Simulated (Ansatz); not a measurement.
# Zn2S: the cost of one run

Method: DFT PBE, scalar-relativistic, plane waves, PAW, in Ansatz 0.2.0.

## (1) The system as given

The structure is hexagonal, space group P6/mmm (No. 191). The conventional cell has a = 4.487 Å, b = 4.487 Å, c = 2.852 Å, α = 90.00°, β = 90.00°, γ = 120.00°. Zn (site symmetry -6m2) is surrounded by 5 Zn at 2.59 to 2.85 Å and 6 S at 2.96 Å. S (site symmetry 6/mmm) is surrounded by 2 S at 2.85 Å and 12 Zn at 2.96 Å.

Coordinates:

```xyz
3
Lattice="4.4872 0.0000 0.0000 -2.2436 3.8860 0.0000 0.0000 0.0000 2.8524" Properties=species:S:1:pos:R:3 pbc="T T T"
Zn    0.0000    2.5907    1.4262
Zn    2.2436    1.2953    1.4262
S     0.0000    0.0000    0.0000
```

This is candidate A: Li2Pt type (P6/mmm, No. 191).

(A quick probe on a coarse mesh, which set the mesh and smearing, is not shown.)

## (3) Full relaxation (candidate A)

The input, input.yaml:

```yaml
crystal:
  lattice:
    - [4.4871664252, 0.0, 0.0]
    - [-2.2435832126, 3.8860001153, 0.0]
    - [0.0, 0.0, 2.8524492948]
  atoms:
    - { symbol: Zn, position: [0.3333333333, 0.6666666667, 0.5] }
    - { symbol: Zn, position: [0.6666666667, 0.3333333333, 0.5] }
    - { symbol: S, position: [0.0, 0.0, 0.0] }
basis:
  ecutwfc: 420
kpoints:
  mp_grid: { grid: [12, 12, 16] }
hamiltonian:
  xc: pbe
scf:
  occupations: { method: gaussian, width: 0.1 }
output:
  forces: true
  stress: true
  eigenvalues: true
  write_density: true
  write_potential: true
  elf: true
  volumetric_format: npy
relax:
  adjacent_minimum: "off"
  f_tol: 0.01
  max_steps: 80
  cell: { stress_tol: 0.05 }
```

On the command line:

```bash
> ansatz run input.yaml --threads 1 --pin off --max-ram 2560MiB --backend cpu --events-out ev --progress --plain --runs-dir out
```

What time and memory should one allow on 1 thread of Arm Neoverse V2, shared host?

About 2.1 min, with a peak of 0.44 GiB.
